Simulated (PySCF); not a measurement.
# The bond of GeSe, level by level

One table from this session's results is given with a row withheld; the runs are named, their logs left out.

Method: Ge def2-TZVPPD, Se def2-TZVPPD, no relativity; program: PySCF 2.14.0.

Set-up of the first run:

Settings of the job:

```json
{
 "atoms": "Ge, Se",
 "charge": "0",
 "basis": "Ge def2-TZVPPD, Se def2-TZVPPD",
 "Hamiltonian": "no relativity",
 "basis functions": "111",
 "electrons treated": "66",
 "masses in u": "73.9212, 79.9165",
 "levels": "PBE0, PBE, r²SCAN, BP86, TPSS, PBEsol, revPBE, BLYP, ωB97M-V, HF, MP2, SCS-MP2, CCSD, CCSD(T)",
 "grid": "80 radial by 434 angular points",
 "occupations": "held fixed by the projection of orbital angular momentum",
 "dissociation limit": "Ge + Se, each in its ground configuration",
 "starting distance in angstrom": "2.275",
 "values of 2S to try": "0, 2, 4"
}
```

The run is started by

```bash
OMP_NUM_THREADS=2 python dia.py task.json out
```

Steps of the session up to this table: Set-up; First curve: PBE0; Excited determinants; PBE; r²SCAN; BP86 (GGA); TPSS; PBEsol (GGA); revPBE (GGA); BLYP (GGA); ωB97M-V (range-separated hybrid); RHF; Correlated methods on the Hartree–Fock reference.

One of the session's tables, all rows but one given; the rest of the session is left out.

Energy (eV) from each level's lowest point:

| R (Å) | RHF | RHF-MP2 | RHF-SCS-MP2 | RHF-CCSD | RHF-CCSD(T) |
| --- | --- | --- | --- | --- | --- |
| 1.845 | 1.616 | 1.672 | 1.708 | n/a | n/a |
| 1.931 | 0.682 | 0.740 | 0.763 | 0.735 | 0.800 |
| 2.016 | ? | ? | ? | ? | ? |
| 2.081 | 0.024 | 0.050 | 0.055 | 0.045 | 0.067 |
| 2.145 | 0.000 | 0.000 | 0.000 | 0.000 | 0.000 |
| 2.209 | 0.082 | 0.051 | 0.047 | 0.058 | 0.033 |
| 2.295 | 0.314 | 0.234 | 0.225 | 0.253 | 0.192 |
| 2.402 | 0.739 | 0.590 | 0.578 | 0.625 | 0.512 |
| 2.531 | 1.364 | 1.134 | 1.117 | 1.183 | 0.998 |
| 2.703 | 2.273 | 1.978 | 1.948 | n/a | n/a |

**Question.** Estimate the row for R (Å) = 2.016.

Worked estimate for «RHF». A straight line through the neighbours (1.931, 0.682) and (2.081, 0.024) gives 0.682 + (0.024 − 0.682) × (2.016 − 1.931) / (2.081 − 1.931) = 0.309; a parabola fitted to 4 rows on both sides gives 0.170.

As computed: RHF: 0.185; RHF-MP2: 0.230; RHF-SCS-MP2: 0.241; RHF-CCSD: 0.223; RHF-CCSD(T): 0.265. In «RHF» the line misses by +0.124 and the parabola by -0.015.
